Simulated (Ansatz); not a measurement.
# TaH+ (sextet): the correlation ladder, def2-QZVPP

One table from this session's results is given with a row withheld; the runs are named, their logs left out.

Method: def2-QZVPP, core rule «outside noble gas», up to 4 orbitals frozen; program: Ansatz 0.2.0, Gaussian basis.

To be run: UHF; ROHF; CCSD(T) on UHF.

### The geometry

The geometry is a PBE0/def2-TZVP stationary point (not a proven minimum) of the parent state, kept for this charge and spin. No spin-orbit coupling is included. Elements past krypton take def2 core potentials.

2 atoms, charge 1, spin multiplicity 6.

Atoms are counted from 1 here; the program's logs count them from 0.

Bond lengths: Ta1–H2 1.734 Å.

The first run:

The input, in.yaml:

```yaml
crystal:
  periodic: [false, false, false]
  atoms:
    - {symbol: Ta, position_ang: [0.000000, 0.000000, 0.000000]}
    - {symbol: H, position_ang: [0.000000, 0.000000, 1.734000]}
basis:
  gaussian: {orbitals: "def2-QZVPP.json"}
total_charge: 1
magnetization: {spin_polarized: true, initial_magnetization: 5}
hamiltonian: {xc: hf}
output: {orbitals: {seedname: orbitals}}
```

The run is started by

```bash
$ ansatz run in.yaml --threads 1 --pin off --events-out ev --progress --plain --max-ram 2816MiB --backend cpu
```

Among the steps run: UHF; ROHF; CCSD(T) on UHF.

One table of the session follows, with a row left open; its other results are not shown here.

It belongs to the step «Misses and costs». 

| method | from UCCSD(T) (kcal/mol) |
| --- | --- |
| ROHF | +33.97 |
| UHF | ? |
| UMP2 | +5.84 |
| UCCSD | +0.59 |
| UCCSD(T) | 0 |

**Question.** Estimate the row for UHF.

The run gave: from UCCSD(T) (kcal/mol): +30.37. In the column «from UCCSD(T) (kcal/mol)» it lies between UMP2 (+5.84) and ROHF (+33.97).
